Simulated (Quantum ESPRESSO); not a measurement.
# BiTe (R-3m) in Quantum ESPRESSO: notebook, part 2 of 3

Quantum ESPRESSO 7.5.

## (3) Phonons, PBE

Input file pw.in:

```
&CONTROL
  calculation = 'scf'
  prefix = 'pwscf'
  outdir = './tmp'
  pseudo_dir = './pseudo'
  tprnfor = .true.
  tstress = .true.
  disk_io = 'low'
/
&SYSTEM
  ibrav = 0
  celldm(1) = 8
  nat = 2
  ntyp = 2
  ecutwfc = 70
  nbnd = 23
  occupations = 'smearing'
  smearing = 'mv'
  degauss = 0.01469973
/
&ELECTRONS
  conv_thr = 4d-10
  electron_maxstep = 120
  mixing_beta = 0.5
/
ATOMIC_SPECIES
Bi   208.9804 Bi_ONCV_PBE-1.2.upf
Te   127.6000 Te_ONCV_PBE-1.2.upf
CELL_PARAMETERS alat
  0.5722817713243   0.3304070347278   0.7835966586787
 -0.5722817713243   0.3304070347278   0.7835966586787
  0.0000000000000  -0.6608140694556   0.7835966586787
ATOMIC_POSITIONS crystal
Bi     0.5000000000    0.5000000000    0.5000000000
Te     0.0000000000    0.0000000000    0.0000000000
K_POINTS automatic
6 6 6 0 0 0
```

Input file scf2.in:

```
&CONTROL
  calculation = 'scf'
  prefix = 'pwscf'
  outdir = './tmp'
  pseudo_dir = './pseudo'
  tprnfor = .true.
  tstress = .true.
  disk_io = 'low'
/
&SYSTEM
  ibrav = 0
  celldm(1) = 8
  nat = 2
  ntyp = 2
  ecutwfc = 70
  nbnd = 23
  occupations = 'smearing'
  smearing = 'mv'
  degauss = 0.01469973
/
&ELECTRONS
  conv_thr = 1d-13
  electron_maxstep = 120
  mixing_beta = 0.5
  startingpot = 'file'
  startingwfc = 'file'
/
ATOMIC_SPECIES
Bi   208.9804 Bi_ONCV_PBE-1.2.upf
Te   127.6000 Te_ONCV_PBE-1.2.upf
CELL_PARAMETERS alat
  0.5722817713243   0.3304070347278   0.7835966586787
 -0.5722817713243   0.3304070347278   0.7835966586787
  0.0000000000000  -0.6608140694556   0.7835966586787
ATOMIC_POSITIONS crystal
Bi     0.5000000000    0.5000000000    0.5000000000
Te     0.0000000000    0.0000000000    0.0000000000
K_POINTS automatic
6 6 6 0 0 0
```

Input file ph.in:

```
phonons of BiTe
&INPUTPH
  prefix = 'pwscf'
  outdir = './tmp'
  tr2_ph = 1d-18
  fildyn = 'dyn'
  niter_ph = 90
  alpha_mix(1) = 0.4
/
0.0000000000 0.0000000000 0.0000000000
```

Input file dynmat.in:

```
&INPUT
  fildyn = 'dyn'
  asr = 'crystal'
  filout = 'dynmat.disp'
  fileig = 'dynmat.eig'
/
```

Potentials or basis: SG15 PBE 1.2.

Command:

```sh
> OMP_NUM_THREADS=1 mpirun -n 4 pw.x -nk 4 -in pw.in > pw.out
> OMP_NUM_THREADS=1 mpirun -n 4 pw.x -nk 4 -in scf2.in > scf2.out
> OMP_NUM_THREADS=1 mpirun -n 4 ph.x -nk 4 -in ph.in > ph.out
> OMP_NUM_THREADS=1 mpirun -n 1 dynmat.x -in dynmat.in > dynmat.out
```

pw.out:

```text
This program is part of the open-source Quantum ESPRESSO suite
     for quantum simulation of materials; please cite
[... 6 lines left out ...]
     using ibrav=0 with symmetry is DISCOURAGED, use correct ibrav instead

     K-points division:     npool     =       4
     Subspace diagonalization in iterative solution of the eigenvalue problem:
     a serial algorithm will be used

     G-vector sticks info
     --------------------
     sticks:   dense  smooth     PW     G-vecs:    dense   smooth      PW
     Sum        1385    1385    407                36033    36033    5701

     Using Slab Decomposition

     bravais-lattice index     =            0
     lattice parameter (alat)  =       8.0000  a.u.
     unit-cell volume          =     455.1693 (a.u.)^3
     number of atoms/cell      =            2
     number of atomic types    =            2
     number of electrons       =        31.00
     number of Kohn-Sham states=           23
     kinetic-energy cutoff     =      70.0000  Ry
     charge density cutoff     =     280.0000  Ry
     scf convergence threshold =      4.0E-10
     mixing beta               =       0.5000
     number of iterations used =            8  plain     mixing
     Exchange-correlation= PBE
                           (   1   4   3   4   0   0   0)

     celldm(1)=   8.000000  celldm(2)=   0.000000  celldm(3)=   0.000000
     celldm(4)=   0.000000  celldm(5)=   0.000000  celldm(6)=   0.000000

     crystal axes: (cart. coord. in units of alat)
               a(1) = (   0.572282   0.330407   0.783597 )
               a(2) = (  -0.572282   0.330407   0.783597 )
               a(3) = (   0.000000  -0.660814   0.783597 )

     reciprocal axes: (cart. coord. in units 2 pi/alat)
               b(1) = (  0.873695  0.504428  0.425389 )
               b(2) = ( -0.873695  0.504428  0.425389 )
               b(3) = (  0.000000 -1.008857  0.425389 )

     PseudoPot. # 1 for Bi read from file:
     Bi_ONCV_PBE-1.2.upf
     Pseudo is Norm-conserving, Zval = 15.0
     Generated using ONCVPSP code by D. R. Hamann
     Using radial grid of  602 points,  8 beta functions with:
                l(1) =   0
                l(2) =   0
                l(3) =   1
                l(4) =   1
                l(5) =   2
                l(6) =   2
                l(7) =   3
                l(8) =   3

     PseudoPot. # 2 for Te read from file:
     Te_ONCV_PBE-1.2.upf
     Pseudo is Norm-conserving, Zval = 16.0
     Generated using ONCVPSP code by D. R. Hamann
     Using radial grid of  602 points,  6 beta functions with:
                l(1) =   0
                l(2) =   0
                l(3) =   1
                l(4) =   1
                l(5) =   2
                l(6) =   2

     atomic species   valence    mass     pseudopotential
     Bi               15.00   208.98040     Bi( 1.00)
     Te               16.00   127.60000     Te( 1.00)

     12 Sym. Ops., with inversion, found

   Cartesian axes

     site n.     atom                  positions (alat units)
         1        Bi     tau(   1) = (   0.0000000   0.0000000   1.1753950  )
         2        Te     tau(   2) = (   0.0000000   0.0000000   0.0000000  )

     number of k points=    32  Marzari-Vanderbilt smearing, width (Ry)=  0.0147
                       cart. coord. in units 2pi/alat
        k(    1) = (   0.0000000   0.0000000   0.0000000), wk =   0.0092593
        k(    2) = (   0.0000000  -0.1681428   0.0708982), wk =   0.0555556
        k(    3) = (   0.0000000  -0.3362855   0.1417963), wk =   0.0555556
        k(    4) = (   0.0000000   0.5044283  -0.2126945), wk =   0.0277778
        k(    5) = (  -0.1456159  -0.0840714   0.1417963), wk =   0.0555556
        k(    6) = (  -0.1456159  -0.2522142   0.2126945), wk =   0.1111111
[... 24 lines left out ...]
        k(   31) = (   0.7280796   0.2522142  -0.2126945), wk =   0.0555556
        k(   32) = (   0.0000000   0.0000000  -0.6380834), wk =   0.0092593

     Dense  grid:    36033 G-vectors     FFT dimensions: (  45,  45,  45)

     Initial potential from superposition of free atoms

     starting charge      30.8850, renormalised to      31.0000
     Starting wfcs are random

     Self-consistent Calculation

     iteration #  1     ecut=    70.00 Ry     beta= 0.50
     Davidson diagonalization with overlap
     ethr =  1.00E-02,  avg # of iterations =  8.3

     Threshold (ethr) on eigenvalues was too large:
     Diagonalizing with lowered threshold

     Davidson diagonalization with overlap
     ethr =  6.85E-05,  avg # of iterations =  6.6

     total energy              =    -310.69627990 Ry
     estimated scf accuracy    <       0.01754720 Ry

     iteration #  2     ecut=    70.00 Ry     beta= 0.50
     Davidson diagonalization with overlap
     ethr =  5.66E-05,  avg # of iterations =  2.0

     total energy              =    -310.69971318 Ry
     estimated scf accuracy    <       0.00264115 Ry

     iteration #  3     ecut=    70.00 Ry     beta= 0.50
     Davidson diagonalization with overlap
     ethr =  8.52E-06,  avg # of iterations =  2.5

     total energy              =    -310.70025715 Ry
     estimated scf accuracy    <       0.00040322 Ry
[... 19 lines left out ...]
     total energy              =    -310.70029857 Ry
     estimated scf accuracy    <       0.00000003 Ry

     iteration #  7     ecut=    70.00 Ry     beta= 0.50
     Davidson diagonalization with overlap
     ethr =  1.04E-10,  avg # of iterations =  2.2

     total energy              =    -310.70029858 Ry
     estimated scf accuracy    <          1.8E-09 Ry

     iteration #  8     ecut=    70.00 Ry     beta= 0.50
     Davidson diagonalization with overlap
     ethr =  5.92E-12,  avg # of iterations =  2.3

     End of self-consistent calculation

          k = 0.0000 0.0000 0.0000 (  4463 PWs)   bands (ev):

   -26.5807 -26.5807 -26.5422 -26.5422 -26.5271 -12.5517 -12.5517 -12.5416
   -12.5416 -12.5286  -2.8043   2.3960   7.7679   7.7679   9.0699  12.5625
    13.2007  13.2007  14.7730  14.7730  16.9131  17.3739  17.6305

          k = 0.0000-0.1681 0.0709 (  4490 PWs)   bands (ev):

   -26.5806 -26.5806 -26.5422 -26.5419 -26.5270 -12.5515 -12.5512 -12.5432
   -12.5401 -12.5280  -2.5687   1.8205   7.9243   8.1126   8.9863  11.7579
    12.2935  12.4699  15.1632  15.3776  17.2220  18.2201  18.6969

          k = 0.0000-0.3363 0.1418 (  4511 PWs)   bands (ev):

   -26.5805 -26.5805 -26.5423 -26.5415 -26.5270 -12.5519 -12.5506 -12.5457
   -12.5375 -12.5257  -1.8793   0.5575   8.3772   8.6172   9.2028  10.4579
    10.8820  11.5030  16.1723  16.2712  18.7639  19.4955  20.4826

          k = 0.0000 0.5044-0.2127 (  4506 PWs)   bands (ev):

   -26.5805 -26.5804 -26.5423 -26.5412 -26.5269 -12.5523 -12.5510 -12.5462
   -12.5367 -12.5239  -0.9032  -0.6691   8.8186   8.8577   9.6444   9.7227
    10.0789  10.9909  17.4255  17.5913  17.6622  18.5990  21.5021

          k =-0.1456-0.0841 0.1418 (  4491 PWs)   bands (ev):

   -26.5807 -26.5806 -26.5421 -26.5419 -26.5270 -12.5529 -12.5502 -12.5432
   -12.5383 -12.5282  -2.4755   1.8058   7.2795   8.1735   9.2207  10.5278
    12.9520  13.3624  14.5053  16.0761  17.0445  17.5624  17.9761

          k =-0.1456-0.2522 0.2127 (  4503 PWs)   bands (ev):
[... 101 lines left out ...]
          k = 0.5825 0.3363-0.3545 (  4517 PWs)   bands (ev):

   -26.5807 -26.5804 -26.5418 -26.5409 -26.5270 -12.5605 -12.5502 -12.5408
   -12.5266 -12.5263  -0.9731   0.5357   5.5370   6.4942   7.3904  12.4362
    12.9549  13.8803  14.1156  19.6836  20.2753  20.7731  21.1452

          k = 0.5825 0.1681-0.2836 (  4510 PWs)   bands (ev):

   -26.5807 -26.5803 -26.5419 -26.5410 -26.5269 -12.5590 -12.5499 -12.5410
   -12.5300 -12.5254  -0.7171   0.1337   5.4198   6.1906   8.1664  11.4771
    13.9780  14.7459  14.8984  17.8028  19.3871  20.3054  21.5998

          k = 0.5825-0.0000-0.2127 (  4496 PWs)   bands (ev):

   -26.5806 -26.5804 -26.5421 -26.5412 -26.5269 -12.5553 -12.5506 -12.5428
   -12.5344 -12.5244  -0.6327  -0.3844   6.3154   6.3478   9.3744  10.7243
    13.3544  13.8114  15.8938  15.9652  19.9797  20.3228  22.0076

          k = 0.4368 0.2522-0.2127 (  4527 PWs)   bands (ev):

   -26.5807 -26.5803 -26.5419 -26.5412 -26.5269 -12.5589 -12.5485 -12.5414
   -12.5312 -12.5263  -1.0913   0.4468   5.8117   6.5708   7.3614  12.9633
    13.4474  14.5190  14.6001  18.5864  19.3975  19.9353  19.9475

          k =-0.0000-0.0000 0.4254 (  4502 PWs)   bands (ev):

   -26.5806 -26.5806 -26.5413 -26.5413 -26.5271 -12.5556 -12.5556 -12.5319
   -12.5319 -12.5303  -1.6658   0.9444   8.0023   8.0023   8.6459   9.7665
    10.3042  10.3042  16.2985  17.4126  17.4126  21.5154  22.6348

          k =-0.0000 0.8407 0.0709 (  4511 PWs)   bands (ev):
[... 17 lines left out ...]
          k = 0.7281 0.2522-0.2127 (  4520 PWs)   bands (ev):

   -26.5807 -26.5805 -26.5414 -26.5410 -26.5270 -12.5585 -12.5534 -12.5338
   -12.5306 -12.5273  -0.4424  -0.1539   6.0814   6.0863   8.7217   9.7954
    12.9150  13.2408  16.6311  16.9437  20.3271  20.4457  21.7406

          k = 0.0000 0.0000-0.6381 (  4522 PWs)   bands (ev):

   -26.5806 -26.5806 -26.5409 -26.5409 -26.5271 -12.5576 -12.5576 -12.5309
   -12.5279 -12.5279  -0.5624  -0.2589   8.3261   8.3261   8.4507   9.1205
     9.4205   9.4205  18.7022  19.2711  19.8625  19.8625  20.8077

     the Fermi energy is    10.6397 ev

!    total energy              =    -310.70029858 Ry
     estimated scf accuracy    <          1.3E-11 Ry
     smearing contrib. (-TS)   =       0.00029828 Ry
     internal energy E=F+TS    =    -310.70059687 Ry

     The total energy is F=E-TS. E is the sum of the following terms:
     one-electron contribution =    -124.77152342 Ry
     hartree contribution      =      72.21325127 Ry
     xc contribution           =     -34.18453725 Ry
     ewald contribution        =    -223.95778747 Ry

     convergence has been achieved in   8 iterations

     Forces acting on atoms (cartesian axes, Ry/au):

     atom    1 type  1   force =     0.00000000   -0.00000000    0.00000000
     atom    2 type  2   force =     0.00000000   -0.00000000    0.00000000

     Total force =     0.000000     Total SCF correction =     0.000000

     Computing stress (Cartesian axis) and pressure

          total   stress  (Ry/bohr**3)                   (kbar)     P=       -0.59
  -0.00000218  -0.00000000   0.00000000           -0.32       -0.00        0.00
   0.00000000  -0.00000218   0.00000000            0.00       -0.32        0.00
   0.00000000   0.00000000  -0.00000760            0.00        0.00       -1.12

=------------------------------------------------------------------------------=
   JOB DONE.
=------------------------------------------------------------------------------=
```

It took 4.2 min on 4 MPI ranks of Arm Neoverse V2, shared host; peak memory 0.4 GiB.

Results:

```
Free energy                   : -4227.2929 eV
Pressure after relaxing       : -0.1 GPa
Band gap on the k mesh        : none (metal or under the smearing width)
Highest phonon frequency at Γ : 91 cm⁻¹
```

Stress tensor (GPa, compression positive):
```
-0.03  0.00  0.00
 0.00 -0.03  0.00
 0.00  0.00 -0.11
```

Phonon frequencies in cm⁻¹ (negative: imaginary):
```tsv
q point	frequencies
(0.000, 0.000, 0.000)	-18 -18 -11 73 91 91
```

Optical modes at Γ, degenerate ones joined:
| cm⁻¹ | components | symmetry | active in |
| --- | --- | --- | --- |
| 73 | 1 | A2u | IR |
| 90 | 2 | Eu | IR |

Caveat: the mesh is thin for the phonons of a metal; spin-orbit coupling is left out, which moves the levels of the heavy elements.

(Part 2 of 3 ends here.)
